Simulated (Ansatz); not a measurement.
# H6NPSi2: the cost of one run

Method: RKS r2SCAN/def2-SVP, in Ansatz 0.2.0.

### Step 1. Starting point

Bond lengths: Si1–N2 1.617 Å, Si1–Si3 2.648 Å, N2–Si3 1.619 Å, N2–P4 1.663 Å, Si1–H5 1.506 Å, Si1–H6 1.528 Å, Si1–H7 1.516 Å, Si3–H8 1.431 Å, Si3–H9 1.536 Å, P4–H10 1.372 Å. Angles (14 of 20 angles, heavy atoms first): Si1–N2–Si3 109.8°, Si1–N2–P4 117.5°, Si3–N2–P4 108.6°, N2–Si1–Si3 35.1°, Si1–Si3–N2 35.1°, N2–Si1–H5 114.4°, N2–Si1–H6 110.6°, N2–Si1–H7 111.8°, Si3–Si1–H5 94.8°, Si3–Si1–H6 90.8°, Si3–Si1–H7 146.6°, Si1–Si3–H8 98.5°, Si1–Si3–H9 145.0°, N2–Si3–H8 115.2°.

As a file:

```xyz
10

Si   -0.8327    1.0113   -0.5477
N     0.4400    0.2374    0.0824
Si   -0.0630   -0.8602    1.1607
P     1.4891   -0.5020   -0.9758
H    -1.8010    0.1218   -1.2821
H    -1.6325    1.7128    0.5497
H    -0.4060    2.1322   -1.4749
H    -0.7966   -1.9604    0.6133
H     1.0863   -1.3559    2.0515
H     2.5996   -0.5883   -0.1740
```

### Step 2. Relaxing end A

The input, input.yaml:

```yaml
crystal:
  periodic: [false, false, false]
  atoms:
    - { symbol: Si, position_ang: [-0.8327, 1.0113, -0.5477] }
    - { symbol: "N", position_ang: [0.44, 0.2374, 0.0824] }
    - { symbol: Si, position_ang: [-0.063, -0.8602, 1.1607] }
    - { symbol: P, position_ang: [1.4891, -0.502, -0.9758] }
    - { symbol: H, position_ang: [-1.801, 0.1218, -1.2821] }
    - { symbol: H, position_ang: [-1.6325, 1.7128, 0.5497] }
    - { symbol: H, position_ang: [-0.406, 2.1322, -1.4749] }
    - { symbol: H, position_ang: [-0.7966, -1.9604, 0.6133] }
    - { symbol: H, position_ang: [1.0863, -1.3559, 2.0515] }
    - { symbol: H, position_ang: [2.5996, -0.5883, -0.174] }
basis:
  gaussian: { orbitals: def2-SVP }
hamiltonian:
  xc: r2scan
relax:
  f_tol: 0.02
  max_steps: 50
```

On the command line:

```bash
ansatz run input.yaml --threads 2 --pin off --max-ram 3072MiB --backend cpu --events-out ev --progress --plain --runs-dir out
```

What time and memory should one allow on 2 threads of Arm Neoverse V1, shared host?

About 93 s, with a peak of 0.17 GiB.
